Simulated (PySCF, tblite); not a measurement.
# C₅H₁₄AlNS: geometry, infrared bands and NMR shifts

Aim: predict the infrared bands and NMR shifts of C₅H₁₄AlNS (`C[S][AlH][N](C)C(C)C`).

The runs use tblite 0.8.0 and PySCF 2.14.0, with density-fitted response routines of our own; the level of theory stands in each step. All values are computed, except where a source is named. Atoms are numbered from 0 throughout.

**1. The starting structure**

22 atoms, charge 0, multiplicity 1; geometry from: force field or distance geometry start.

Bonds of the start (Å): C0–S1 1.84, S1–Al2 2.29, Al2–N3 1.87, N3–C4 1.42, N3–C5 1.42, C5–C6 1.52, C5–C7 1.53, C0–H8 1.09, C0–H9 1.12, C0–H10 1.10, Al2–H11 1.61, C4–H12 1.11, C4–H13 1.10, C4–H14 1.12, C5–H15 1.12, C6–H16 1.11, C6–H17 1.11, C6–H18 1.12, C7–H19 1.13, C7–H20 1.11, C7–H21 1.10.

**2. Optimising the geometry with GFN2-xTB**

Job settings and geometry (Å):

```
{"job": {"kind": "relax", "xc": "GFN2-xTB", "basis": "xTB"}, "charge": 0, "multiplicity": 1}
C      4.233000     0.829200     0.034200
S      2.557700     1.404400    -0.449400
Al     0.997500     0.368100     0.868900
N     -0.392500    -0.519700    -0.012000
C     -0.212900    -1.901200    -0.290600
C     -1.717800    -0.061800     0.178600
C     -2.547600    -0.287500    -1.074000
C     -1.792400     1.443500     0.469000
H      4.764500     0.430500    -0.833100
H      4.164200     0.000200     0.789500
H      4.777600     1.660400     0.515000
H      1.576500    -0.373700     2.178600
H      0.862900    -2.137500    -0.155600
H     -0.795300    -2.585500     0.339400
H     -0.412300    -2.134800    -1.370100
H     -2.285900    -0.540000     1.022600
H     -2.689000    -1.374900    -1.226500
H     -2.016300     0.087800    -1.976600
H     -3.527700     0.247900    -0.990500
H     -2.585800     1.878600    -0.200800
H     -2.130900     1.633900     1.509300
H     -0.837900     1.951500     0.272200
```

Launch:

```sh
OMP_NUM_THREADS=1 python probes_run.py task.json out
```

This one command runs all jobs of the session in turn.

**Question.** This job is followed by: GFN2-xTB harmonic vibrations, gas phase; GIAO PBE0/pcSseg-1 NMR shielding, non-relativistic, gas phase. What will the session give for the following? strongest single infrared mode (GFN2-xTB); zero-point energy (GFN2-xTB); ¹³C shifts against TMS (PBE0/pcSseg-1, means over atoms taken as alike); ¹H shifts against TMS (PBE0/pcSseg-1, means over atoms taken as alike); ³³S shifts against CS2 (PBE0/pcSseg-1); ²⁷Al shifts against AlH4- (PBE0/pcSseg-1); ¹⁵N shifts against NH3 (PBE0/pcSseg-1).

**Answer**, as computed:

| quantity | value |
| --- | --- |
| strongest single infrared mode (GFN2-xTB) | 1767 cm⁻¹, 317 km/mol |
| zero-point energy (GFN2-xTB) | 113.0 kcal/mol |
| ¹³C shifts against TMS (PBE0/pcSseg-1, means over atoms taken as alike) | 57.2, 38.9, 28.5, 14.8 ppm |
| ¹H shifts against TMS (PBE0/pcSseg-1, means over atoms taken as alike) | 4.53, 2.99, 2.60, 2.33, 1.25 ppm |
| ³³S shifts against CS2 (PBE0/pcSseg-1) | -149 ppm |
| ²⁷Al shifts against AlH4- (PBE0/pcSseg-1) | 131.7 ppm |
| ¹⁵N shifts against NH3 (PBE0/pcSseg-1) | 108.0 ppm |

What this shows: The optimisation took 186 steps and gained 0.950 eV; among the close pairs (by a distance rule), S1–Al2 changed most, from 2.290 to 2.205 Å. No mode is imaginary among the 60: a minimum at this level. The strongest single mode, at 1767 cm⁻¹, moves mainly H11. GFN2-xTB is a fitted tight-binding method: band positions and strengths are rough. Its intensities can rank the bands wrongly. The most deshielded carbon is C5 (sp3 CH bonded to N), at 57.2 ppm: pulled downfield by the heteroatom. At PBE0/pcSseg-1: The widest tensor belongs to N3: span 153 ppm, with a paramagnetic part of -170 ppm.
